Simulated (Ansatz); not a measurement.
# BBrH₃N: how energies converge with the basis set

An exercise on one series of results from a longer session: the logs are not shown, and one member is left open.

The runs use Ansatz 0.2.0, Gaussian basis; one geometry, several basis sets.

Levels to be run: PBE0-D4/def2-SVP; ωB97M-V/def2-SVP; PBE0-D4/def2-QZVPP; ωB97M-V/def2-QZVPP; the functionals' def2-TZVPP values are taken from earlier runs.

### Structure used throughout

All runs share one geometry, relaxed beforehand with PBE0-D4 in a triple-zeta def2 set.

SMILES `NBBr`, 6 atoms, charge 0, spin multiplicity 1.

Atoms are counted from 1 here; the program's logs count them from 0.

Bond lengths: N1–B2 1.380 Å, N1–H4 1.006 Å, N1–H5 1.006 Å, B2–Br3 1.931 Å, B2–H6 1.190 Å. Angles: B2–N1–H4 122.1°, B2–N1–H5 123.3°, H4–N1–H5 114.6°, N1–B2–Br3 119.6°, N1–B2–H6 122.0°, Br3–B2–H6 118.4°.

Coordinates:

```xyz
6
BBrH3N
N    -0.22845   -0.21067   -0.72469
B     0.24642   -0.04159    0.56011
Br    0.10777    1.68722    1.40846
H    -0.17489   -1.09468   -1.20153
H    -0.65265    0.52884   -1.25940
H     0.74390   -0.93313    1.17074
```

The first run:

in.yaml

```yaml
crystal:
  periodic: [false, false, false]
  atoms:
    - {symbol: N, position_ang: [-0.228445, -0.210672, -0.724685]}
    - {symbol: B, position_ang: [0.246421, -0.041587, 0.560111]}
    - {symbol: Br, position_ang: [0.107771, 1.687225, 1.408461]}
    - {symbol: H, position_ang: [-0.174891, -1.094677, -1.201528]}
    - {symbol: H, position_ang: [-0.652655, 0.528841, -1.259397]}
    - {symbol: H, position_ang: [0.743898, -0.933130, 1.170738]}
basis:
  gaussian: {orbitals: def2-SVP}
hamiltonian: {xc: pbe0, dispersion: d4}
output: {orbitals: {seedname: orbitals}}
```

Steps of the session up to this table: PBE0-D4 in def2-SVP; ωB97M-V in def2-SVP; PBE0-D4 in def2-QZVPP; ωB97M-V in def2-QZVPP.

One of the session's tables, all rows but one given; the rest of the session is left out.

| functional | basis | HOMO (eV) | LUMO (eV) |
| --- | --- | --- | --- |
| PBE0-D4 | def2-SVP | -7.82 | 0.30 |
| PBE0-D4 | def2-TZVPP | -8.02 | 0.00 |
| PBE0-D4 | def2-QZVPP | ? | ? |
| ωB97M-V | def2-SVP | -10.04 | 2.41 |
| ωB97M-V | def2-TZVPP | -10.27 | 1.95 |
| ωB97M-V | def2-QZVPP | -10.29 | 1.73 |

Q: Estimate the row for PBE0-D4, def2-QZVPP from the others.

**Answer.** HOMO (eV): -8.05; LUMO (eV): -0.08. In the column «HOMO (eV)» it lies between ωB97M-V, def2-SVP (-10.04) and PBE0-D4, def2-TZVPP (-8.02).
